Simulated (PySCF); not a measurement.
# C2H7GeNSi (SMILES N#[C][GeH2][CH2][SiH3]): levels of theory compared

Wanted: a comparison of 4 runs (HF/STO-3G, SVWN5/STO-3G, B2PLYP/3-21G, B3LYP/6-31G*) of C2H7GeNSi. The job is set up through a Python script.

Program for the calculation: PySCF 2.14.0.

### 1 The molecule

The species is C2H7GeNSi (12 atoms), meant as a singlet with charge 0. SMILES: `N#[C][GeH2][CH2][SiH3]`. The shape comes from GFN2-xTB, which is rough for such elements, and wasn't checked as a minimum. This is one conformer, not always the lowest.

Bond lengths: N1–C2 1.145 Å, C2–Ge3 1.915 Å, Ge3–C4 1.964 Å, C4–Si5 1.907 Å, Ge3–H6 1.509 Å, Ge3–H7 1.503 Å, C4–H8 1.091 Å, C4–H9 1.090 Å, Si5–H10 1.466 Å, Si5–H11 1.465 Å, Si5–H12 1.463 Å. Some angles: N1–C2–Ge3 179.2°, C2–Ge3–C4 109.6°, Ge3–C4–Si5 113.0°, C2–Ge3–H6 104.9°, C2–Ge3–H7 105.1°, C4–Ge3–H6 113.9°, C4–Ge3–H7 114.0°, Ge3–C4–H8 108.5°, Ge3–C4–H9 108.5°, Si5–C4–H8 109.7°.

### 2 Energy and forces at HF/STO-3G (run 1)

Input file job.py:

```python
from pyscf import gto, scf

mol = gto.Mole()
mol.atom = '''
N      3.882688     1.733786     4.528710
C      2.720733     2.099353     2.739876
Ge     0.738127     2.685282    -0.230641
C     -1.920548     0.108357    -0.477609
Si    -0.612706    -3.237101    -0.767852
H     -0.250597     5.343257     0.060207
H      2.593309     2.642328    -2.380110
H     -3.120845     0.244379     1.192682
H     -3.107371     0.546263    -2.102849
H      0.923528    -3.388676    -3.067668
H     -2.768997    -4.962818    -0.951402
H      0.922678    -3.814393     1.456658
'''
mol.unit = 'bohr'
mol.basis = 'sto-3g'
mol.max_memory = 1860
mol.spin = 0
mol.verbose = 3
mol.build()

mf = scf.RHF(mol)
mf.conv_tol = 1e-10
mf.kernel()
if not mf.converged:
    mf = mf.newton().run(mf.mo_coeff, mf.mo_occ)

e_final = mf.e_tot
print('Final energy', e_final)
grad = mf.nuc_grad_method().kernel()
mf.analyze()
```

Run with:

```bash
$ OMP_NUM_THREADS=1 python job.py
```

What it wrote:

```text
converged SCF energy = -2470.02289992792
[... 13 lines left out ...]
MO #4   energy= -45.5128052935006  occ= 2
[... 8 lines left out ...]
MO #13  energy= -4.56726477294781  occ= 2
[... 8 lines left out ...]
MO #22  energy= -0.709649376737031 occ= 2
[... 8 lines left out ...]
MO #31  energy= -0.431729199580141 occ= 2
[... 8 lines left out ...]
MO #40  energy= 0.455803967022698  occ= 0
[... 8 lines left out ...]
MO #49  energy= 1.28273502052678   occ= 0
[... 13 lines left out ...]
Dipole moment(X, Y, Z, Debye): -2.28732,  0.01152, -2.93773
```

Run time: 3.6 s. Hardware: 1 thread of Arm Neoverse V2, shared host; peak memory 0.12 GiB.

### 3 Energy and gradient at SVWN5/STO-3G (run 2)

Input file job.py:

```python
from pyscf import gto, dft

mol = gto.Mole()
mol.atom = [
    ('N', (2.054630, 0.917480, 2.396490)),
    ('C', (1.439750, 1.110930, 1.449880)),
    ('Ge', (0.390600, 1.420990, -0.122050)),
    ('C', (-1.016310, 0.057340, -0.252740)),
    ('Si', (-0.324230, -1.713000, -0.406330)),
    ('H', (-0.132610, 2.827530, 0.031860)),
    ('H', (1.372320, 1.398260, -1.259500)),
    ('H', (-1.651480, 0.129320, 0.631140)),
    ('H', (-1.644350, 0.289070, -1.112780)),
    ('H', (0.488710, -1.793210, -1.623340)),
    ('H', (-1.465290, -2.626210, -0.503460)),
    ('H', (0.488260, -2.018490, 0.770830)),
]
mol.max_memory = 1860
mol.verbose = 3
mol.basis = 'sto-3g'
mol.build()

myscf = dft.RKS(mol, xc='svwn')
myscf.grids.level = 5
myscf.conv_tol = 1e-10
myscf.kernel()
if not myscf.converged:
    myscf = myscf.newton().run(myscf.mo_coeff, myscf.mo_occ)

etot = myscf.e_tot
print('Final energy', etot)
grad = myscf.nuc_grad_method().kernel()
myscf.analyze()
```

Run with:

```bash
$ OMP_NUM_THREADS=1 python job.py
```

What it wrote:

```text
converged SCF energy = -2466.94397821094
[... 13 lines left out ...]
MO #4   energy= -43.2111574255773  occ= 2
[... 8 lines left out ...]
MO #13  energy= -3.60896869161414  occ= 2
[... 8 lines left out ...]
MO #22  energy= -0.359102532108788 occ= 2
[... 8 lines left out ...]
MO #31  energy= -0.192748735157025 occ= 2
[... 8 lines left out ...]
MO #40  energy= 0.199655713780674  occ= 0
[... 8 lines left out ...]
MO #49  energy= 0.869569186004539  occ= 0
[... 13 lines left out ...]
Dipole moment(X, Y, Z, Debye): -2.34192,  0.09120, -2.99738
```

Wall time 12 s (1 thread of Arm Neoverse V2, shared host); peak memory 0.3 GiB.

Run 3 isn't shown in full; the table further down has it.

### 4 Energy and forces at B3LYP/6-31G(d) (Cartesian functions) (run 4)

Input file input.py:

```python
from pyscf import gto, dft

mol = gto.Mole()
mol.atom = '''
N        2.054630       0.917480       2.396490
C        1.439750       1.110930       1.449880
Ge       0.390600       1.420990      -0.122050
C       -1.016310       0.057340      -0.252740
Si      -0.324230      -1.713000      -0.406330
H       -0.132610       2.827530       0.031860
H        1.372320       1.398260      -1.259500
H       -1.651480       0.129320       0.631140
H       -1.644350       0.289070      -1.112780
H        0.488710      -1.793210      -1.623340
H       -1.465290      -2.626210      -0.503460
H        0.488260      -2.018490       0.770830
'''
mol.cart = True
mol.spin = 0
mol.max_memory = 1860
mol.basis = '6-31g*'
mol.verbose = 3
mol.build()

myscf = dft.RKS(mol)
myscf.xc = 'b3lyp'
myscf.conv_tol = 1e-10
myscf.grids.level = 5
myscf.kernel()
if not myscf.converged:
    myscf = myscf.newton().run(myscf.mo_coeff, myscf.mo_occ)

e_final = myscf.e_tot
print('E(%s) = %.9f' % ('B3LYP', e_final))
grad = myscf.nuc_grad_method().kernel()
myscf.analyze()
```

Run with:

```bash
$ OMP_NUM_THREADS=1 python input.py
```

What it wrote:

```text
converged SCF energy = -2501.41801076763
[... 27 lines left out ...]
MO #18  energy= -1.24083301026881  occ= 2
[... 18 lines left out ...]
MO #37  energy= -0.0109044862540423 occ= 0
[... 18 lines left out ...]
MO #56  energy= 0.36794843962355   occ= 0
[... 18 lines left out ...]
MO #75  energy= 0.864727509840783  occ= 0
[... 18 lines left out ...]
MO #94  energy= 1.97720515359696   occ= 0
[... 18 lines left out ...]
MO #113 energy= 86.7228687628613   occ= 0
[... 13 lines left out ...]
Dipole moment(X, Y, Z, Debye): -2.81465,  0.15520, -3.03299
```

Wall time 66 s (1 thread of Arm Neoverse V2, shared host); peak memory 1.2 GiB.

### 5 The series

```csv
run,level,integration grid,task,energy (Eh),dipole moment (D),HOMO energy (eV),LUMO energy (eV),wall time
1,HF/STO-3G,–,gradient,-2470.022900,3.72,-9.86,9.64,3.6 s
2,SVWN5/STO-3G,5,gradient,-2466.943978,3.80,-3.83,2.93,12 s
3,B2PLYP/3-21G,5,energy,-2488.579151,3.91,-9.90,1.44,22 s
4,B3LYP/6-31G* (Cartesian functions),5,gradient,-2501.418011,4.14,-8.61,-0.30,66 s
```

### 6 Outcome

```
                       quantity           value
            run 4: total energy  -2501.41801 Eh
           run 4: dipole moment          4.14 D
             run 4: HOMO energy        -8.61 eV
             run 4: LUMO energy        -0.30 eV
           run 4: HOMO–LUMO gap         8.32 eV
run 4: largest force on an atom      2.313 eV/Å
```

**Reading.** The dipole moment (its size) runs from 3.72 D (HF/STO-3G) to 4.14 D (B3LYP/6-31G*). The two ends differ in method and basis. The HOMO–LUMO gap runs from 6.76 eV (SVWN5/STO-3G) to 19.50 eV (HF/STO-3G). Exact exchange widens orbital gaps. Totals of different functionals can't be ranked against each other. In runs 1, 2 the basis is minimal, so the values are rough. All runs together took 1.7 min, the longest 66 s.
